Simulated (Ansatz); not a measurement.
LiHF2:

```xyz
4
Lattice="1.4670 0.8470 4.3667 -1.4670 0.8470 4.3667 0.0000 -1.6939 4.3667" Properties=species:S:1:pos:R:3 pbc="T T T"
F     0.0000    0.0000    7.6858
F     0.0000    0.0000    5.4143
Li    0.0000    0.0000    0.0000
H     0.0000    0.0000    6.5500
```

The cell comes from a database or a generator and needn't be the stable form of this composition.

```yaml
Program: Ansatz 0.2.0
Task: relaxation of cell and atoms
Functional: PBE
Dispersion: D3(BJ)-ATM
Potentials_or_basis: Ansatz PAW
Cutoff: "420 eV (not typed: the program's choice for these potentials)"
k_mesh: 11 × 11 × 11
Occupations: fermi-dirac, width 0.05 eV
Spin: no spin polarisation
```

At the start: volume 8.14 Å³/atom.

**Question.** How do energy, volume and symmetry change on relaxing?

**Answer.** It ends after 9 steps and the volume is 8.59 Å³/atom (+5.5 %); space group R-3m (No. 166, to 0.05 Å).

Step by step:
```
step  energy change (eV)  largest force (eV/Å)  volume (Å³)
   1              0.0000                0.0476        32.55
   2             -0.0050                0.0242        33.12
   3             -0.0054                0.0015        33.90
   4             -0.0140                0.0010        33.90
   5             -0.0131                0.0050        34.22
   6             -0.0128                0.0006        34.29
   7             -0.0149                0.0007        34.29
   8             -0.0146                0.0008        34.34
   9             -0.0149                0.0007        34.34
```

Final structure:
```cif
data_structure
_symmetry_space_group_name_H-M 'P 1'
_symmetry_Int_Tables_number 1
_cell_length_a 4.7295
_cell_length_b 4.7295
_cell_length_c 4.7295
_cell_angle_alpha 37.005
_cell_angle_beta 37.005
_cell_angle_gamma 37.005
_cell_volume 34.34
loop_
_atom_site_label
_atom_site_type_symbol
_atom_site_fract_x
_atom_site_fract_y
_atom_site_fract_z
_atom_site_occupancy
F1 F 0.58658 0.58658 0.58658 1
F2 F 0.41342 0.41342 0.41342 1
Li1 Li 0.00000 0.00000 0.00000 1
H1 H 0.50000 0.50000 0.50000 1
```

Caveat: the plane-wave basis is chosen anew once the cell has moved, so the energies of steps on either side of that aren't comparable; the pressure holds a Pulay correction of +0.7 GPa for the finite cutoff.
